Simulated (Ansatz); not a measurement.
# Si12H4O: the cost of one run

Method: DFT r2SCAN, scalar-relativistic, plane waves, PAW, in Ansatz 0.2.0.

### Step 1. The structure to begin with

Symmetry: P1, No. 1, triclinic system. Conventional cell: a = 7.681 Å, b = 7.681 Å, c = 25.055 Å, α = 90.00°, β = 90.00°, γ = 120.00°. Si (site symmetry 1) has 1 H at 1.50 Å as nearest neighbours. Around Si (site symmetry 1) lie 4 Si at 2.35 Å. Around Si (site symmetry 1) lie 4 Si at 2.34 to 2.35 Å. Si (site symmetry 1) has 4 Si at 2.35 to 2.42 Å as nearest neighbours. Only part of the 34 independent sites is listed.

Coordinates:

```xyz
34
Lattice="7.6806 0.0000 0.0000 3.8403 6.6516 0.0000 0.0000 0.0000 25.0551" Properties=species:S:1:pos:R:3 pbc="T T T"
Si    0.0000    0.0000    9.0000
Si    3.8403    0.0000    9.0000
Si    1.9201    3.3258    9.0000
Si    5.7604    3.3258    9.0000
Si    1.9202    1.1086    9.7839
Si    5.7604    1.1086    9.7839
Si    3.8403    4.4344    9.7839
Si    7.6806    4.4344    9.7839
Si    1.9037    1.1161   12.1331
Si    5.7504    1.1144   12.1202
Si    3.8256    4.4449   12.1331
Si    7.7089    4.4180   12.2020
Si   -0.0255    2.1583   13.0002
Si    3.8325    2.2217   12.8938
Si    1.9584    5.5945   13.0002
Si    5.7500    5.5490   12.8916
Si   -0.0289    2.3536   15.3912
Si    3.8243    2.2264   15.2275
Si    1.7876    5.4998   15.3912
Si    5.7396    5.5550   15.2267
Si    0.6719   -0.3584   16.8765
Si    3.7593    0.0325   16.0409
Si    1.9214    3.3251   15.9655
Si    5.6918    3.3797   16.0409
H     0.9868   -0.4115   17.9360
H     3.7053    0.0453   17.5425
H     1.9298    3.3202   17.4651
H     5.6537    3.4201   17.5425
H     0.0000    0.0000    7.5000
H     3.8403    0.0000    7.5000
H     1.9201    3.3258    7.5000
H     5.7604    3.3258    7.5000
O     0.4022    1.2539   16.6311
O    -1.1746   -0.7394   16.4183
```

### Step 2. Relaxing the atoms: Si24H8O2 slab, no spin

Contents of input.yaml:

```yaml
crystal:
  lattice:
    - [7.680594, 0.0, 0.0]
    - [3.840297, 6.651589, 0.0]
    - [0.0, 0.0, 25.055076]
  atoms:
    - { symbol: Si, position: [0.0, 0.0, 0.359209] }
    - { symbol: Si, position: [0.5, 0.0, 0.359209] }
    - { symbol: Si, position: [0.0, 0.5, 0.359209] }
    - { symbol: Si, position: [0.5, 0.5, 0.359209] }
    - { symbol: Si, position: [0.166667, 0.166667, 0.390496] }
    - { symbol: Si, position: [0.666667, 0.166667, 0.390496] }
    - { symbol: Si, position: [0.166667, 0.666667, 0.390496] }
    - { symbol: Si, position: [0.666667, 0.666667, 0.390496] }
    - { symbol: Si, position: [0.163965, 0.167788, 0.484259] }
    - { symbol: Si, position: [0.664917, 0.167542, 0.483743] }
    - { symbol: Si, position: [0.163965, 0.668247, 0.484259] }
    - { symbol: Si, position: [0.671581, 0.664209, 0.487006] }
    - { symbol: Si, position: [-0.165561, 0.324485, 0.518866] }
    - { symbol: Si, position: [0.331983, 0.334009, 0.514617] }
    - { symbol: Si, position: [-0.165561, 0.841076, 0.518866] }
    - { symbol: Si, position: [0.331523, 0.834238, 0.514531] }
    - { symbol: Si, position: [-0.18068, 0.353843, 0.614295] }
    - { symbol: Si, position: [0.33056, 0.33472, 0.60776] }
    - { symbol: Si, position: [-0.18068, 0.826837, 0.614295] }
    - { symbol: Si, position: [0.329714, 0.835143, 0.607728] }
    - { symbol: Si, position: [0.1144209669, -0.053879783, 0.6735760214] }
    - { symbol: Si, position: [0.487011, 0.004887, 0.640226] }
    - { symbol: Si, position: [0.000215, 0.499893, 0.637215] }
    - { symbol: Si, position: [0.487011, 0.508102, 0.640226] }
    - { symbol: H, position: [0.1594140893, -0.0618714002, 0.7158630619] }
    - { symbol: H, position: [0.479013, 0.00681, 0.700159] }
    - { symbol: H, position: [0.001677, 0.499162, 0.697069] }
    - { symbol: H, position: [0.479013, 0.514177, 0.700159] }
    - { symbol: H, position: [0.0, 0.0, 0.299341] }
    - { symbol: H, position: [0.5, 0.0, 0.299341] }
    - { symbol: H, position: [0.0, 0.5, 0.299341] }
    - { symbol: H, position: [0.5, 0.5, 0.299341] }
    - { symbol: O, position: [-0.0418842784, 0.1885124237, 0.6637803485] }
    - { symbol: O, position: [-0.097351162, -0.1111553523, 0.6552868986] }
scf:
  occupations: { method: fixed }
output:
  forces: true
  write_density: true
  write_potential: true
  elf: true
  volumetric_format: npy
hamiltonian:
  xc: r2scan
kpoints:
  mp_grid: { grid: [3, 3, 1] }
efield:
  axis: 3
  dipole_correction: true
relax:
  f_tol: 0.008
  max_steps: 150
  constraints: [{ sites: [0, 1, 2, 3, 4, 5, 6, 7, 28, 29, 30, 31] }]
```

Run with:

```console
ansatz run input.yaml --threads 8 --pin off --max-ram 15360MiB --backend cpu --events-out ev --progress --plain --runs-dir out
```

Q: Estimate wall time and peak memory on 8 threads of AMD EPYC 9R45 (Zen 5), shared host.

About 1.8 min, with a peak of 5.9 GiB.
